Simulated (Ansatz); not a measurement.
RuSe:

```xyz
2
Lattice="0.0000 2.9063 2.9063 2.9063 0.0000 2.9063 2.9063 2.9063 0.0000" Properties=species:S:1:pos:R:3 pbc="T T T"
Ru    0.0000    0.0000    0.0000
Se    1.4532    1.4532    1.4532
```

The cell comes from a database or a generator and needn't be the stable form of this composition.

Program: Ansatz 0.2.0. Alike in all runs: task single point; potentials or basis Ansatz PAW; cell as given; k mesh 6 × 6 × 6; smearing gaussian 0.05 eV. Hardware: 2 threads of Arm Neoverse V1, with other jobs on the host.

Task: Order these runs on this cell by their wall time, lowest first.
A. level r2SCAN+U; spin collinear, random start; U Ru d U = 3 eV; cutoff (eV) 500; hubbard projectors ortho-atomic (the default); double counting fll (the default)
B. level PBE; spin collinear, program default start; cutoff (eV) 420
C. level PBE+U; spin collinear, ferromagnetic start; U Ru d U = 4 eV; fixed moment (μB) 4; cutoff (eV) 420; hubbard projectors ortho-atomic (the default); double counting fll (the default)

Result: B (2.4 s), A (13 s), C (210 s).

Caveats: the magnetic or orbital state may not be the lowest (some runs); the total moment is fixed, so each spin has its own Fermi level (some runs).
